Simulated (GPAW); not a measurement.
# NiMoIrPdW in GPAW: the effect of functional

The system is NiMoIrPdW.

```xyz
5
Lattice="4.1467 0.0000 0.0000 -2.0734 3.5911 0.0000 0.0000 0.0000 5.4163" Properties=species:S:1:pos:R:3 pbc="T T T"
Ni    0.0000    0.0000    0.1203
Mo    2.0734    1.1970    2.4913
Pd    0.0000    2.3941    4.0406
Ir    0.0000    2.3941    1.3888
W     2.0734    1.1970    5.4155
```

The cell was built by a generator and needn't be a form met in nature.

Alike in all runs:

- Program: GPAW 26.7.0
- Task: band structure
- Cutoff: 600 eV
- Basis: pw
- k mesh: 5 × 5 × 4
- Occupations: fermi-dirac, width 0.05 eV
- Spin: collinear spin, ferromagnetic start
- Starting moments: [1.0, 1.0, 0.0, 0.6, 0.0] μB

| functional | potentials or basis | pressure (GPa) | largest force (eV/Å) |
| --- | --- | --- | --- |
| RPBE | the program's PAW data sets (release 1.2.1) made for this functional | 4.4 | 0.13 |
| revPBE | the program's PAW data sets (release 1.2.1) made for this functional | ? | ? |
| BLYP | PAW data sets generated in the run's folder for this functional | 8.8 | 0.42 |
| SCAN | GPAW PAW data sets (gpaw-data 1.2.1) | -9.0 | 0.61 |
| TPSS | GPAW PAW data sets (gpaw-data 1.2.1) | -4.1 | 0.10 |

**Question.** What does the run with functional revPBE give?

**Answer.** Pressure 3.3 GPa; largest force 0.12 eV/Å.

Caveats: the stock nickel data set gives pressures a few GPa off other programs; the PAW data sets were made with another functional, which shifts forces and pressure a little (some runs).
